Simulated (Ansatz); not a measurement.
# H4NO3V: up Jacob's ladder to CCSD(T)

The task here is to estimate one member of a computed series from the others.

Method: functionals in def2-TZVPP, the program's frozen cores in correlated methods; program: Ansatz 0.2.0, Gaussian basis.

The runs, in order: LDA (SPW92), PBE-D4, revPBE-D4, BLYP-D4, r2SCAN-D4, B97M-V, PBE0-D4, B3LYP-D4, r2SCANh-D4, r2SCAN0-D4, HSE06-D4, BHLYP-D4, CAM-B3LYP-D4, LC-ωPBE, ωB97X-V, ωB97M-V, B2PLYP, PBE-QIDH; CCSD(T)/def2-SVP; CCSD(T)/def2-TZVPP; MP2/def2-QZVPP; extrapolation to the limit; RPA on PBE.

## The geometry

An earlier PBE0-D4 in a triple-zeta def2 set relaxation fixed the geometry.

9 atoms, charge 0, spin multiplicity 1.

Atoms are counted from 1 here; the program's logs count them from 0.

Bond lengths: N1–V2 1.821 Å, N1–H6 1.010 Å, N1–H7 1.009 Å, V2–O3 1.554 Å, V2–O4 1.778 Å, V2–O5 1.779 Å, O4–H8 0.961 Å, O5–H9 0.960 Å. Angles: V2–N1–H6 124.4°, V2–N1–H7 123.1°, H6–N1–H7 111.5°, N1–V2–O3 106.5°, N1–V2–O4 110.8°, N1–V2–O5 110.1°, O3–V2–O4 109.4°, O3–V2–O5 109.9°, O4–V2–O5 110.1°, V2–O4–H8 119.8°, V2–O5–H9 121.7°.

Set-up of the first run:

in.yaml reads:

```yaml
crystal:
  periodic: [false, false, false]
  atoms:
    - {symbol: N, position_ang: [-0.619276, -0.376135, -1.211204]}
    - {symbol: V, position_ang: [0.535302, 0.259418, 0.045995]}
    - {symbol: O, position_ang: [1.705648, 0.928259, -0.727543]}
    - {symbol: O, position_ang: [1.171636, -1.065017, 1.047917]}
    - {symbol: O, position_ang: [-0.279238, 1.463340, 1.071719]}
    - {symbol: H, position_ang: [-1.350330, -1.048439, -1.026685]}
    - {symbol: H, position_ang: [-0.488262, -0.234663, -2.201485]}
    - {symbol: H, position_ang: [0.641291, -1.416711, 1.768411]}
    - {symbol: H, position_ang: [-1.228271, 1.443746, 1.215676]}
basis:
  gaussian: {orbitals: def2-TZVPP}
hamiltonian: {xc: lda}
output: {orbitals: {seedname: orbitals}}
```

Run with:

```sh
ansatz run in.yaml --threads 4 --pin off --events-out ev --progress --plain --max-ram 10444MiB
```

Steps of the session up to this table: LDA; PBE-D4 (GGA); revPBE-D4 (GGA); BLYP-D4 (GGA); r2SCAN-D4 (meta-GGA); B97M-V (meta-GGA); B3LYP-D4 (hybrid); r2SCANh-D4 (hybrid); r2SCAN0-D4 (hybrid); HSE06-D4 (hybrid); BHLYP-D4 (hybrid); CAM-B3LYP-D4 (range-separated); LC-ωPBE (range-separated); ωB97X-V (range-separated); ωB97M-V (range-separated); B2PLYP (double hybrid); PBE-QIDH (double hybrid).

One of the session's tables, all rows but one given; the rest of the session is left out.

It belongs to the step «Orbital energies across the functionals». 

```
  functional  HOMO (eV)  LUMO (eV)  gap (eV)
 LDA (SPW92)      -6.95      -3.26      3.69
      PBE-D4      -6.73      -3.02      3.72
   revPBE-D4      -6.65      -2.93      3.72
     BLYP-D4          ?          ?         ?
   r2SCAN-D4      -7.05      -3.01      4.04
      B97M-V      -7.10      -3.02      4.09
     PBE0-D4      -8.17      -2.13      6.04
    B3LYP-D4      -7.94      -2.42      5.52
  r2SCANh-D4      -7.59      -2.66      4.93
  r2SCAN0-D4      -8.40      -2.12      6.29
    HSE06-D4      -7.76      -2.51      5.25
    BHLYP-D4      -9.54      -1.11      8.43
CAM-B3LYP-D4      -9.59      -1.04      8.55
     LC-ωPBE     -10.93       0.16     11.09
     ωB97X-V     -10.56       0.12     10.68
     ωB97M-V     -10.48       0.11     10.60
```

Estimate the missing values for BLYP-D4.

Worked estimate for «HOMO (eV)». Against the share of exact exchange, B3LYP-D4 (0.2, -7.94), BHLYP-D4 (0.5, -9.54) give a slope of -5.33 per unit share; at 0 the line stands at -6.87.

**Answer.** HOMO (eV): -6.63; LUMO (eV): -2.96; gap (eV): 3.68. In «HOMO (eV)» the line misses by -0.24.
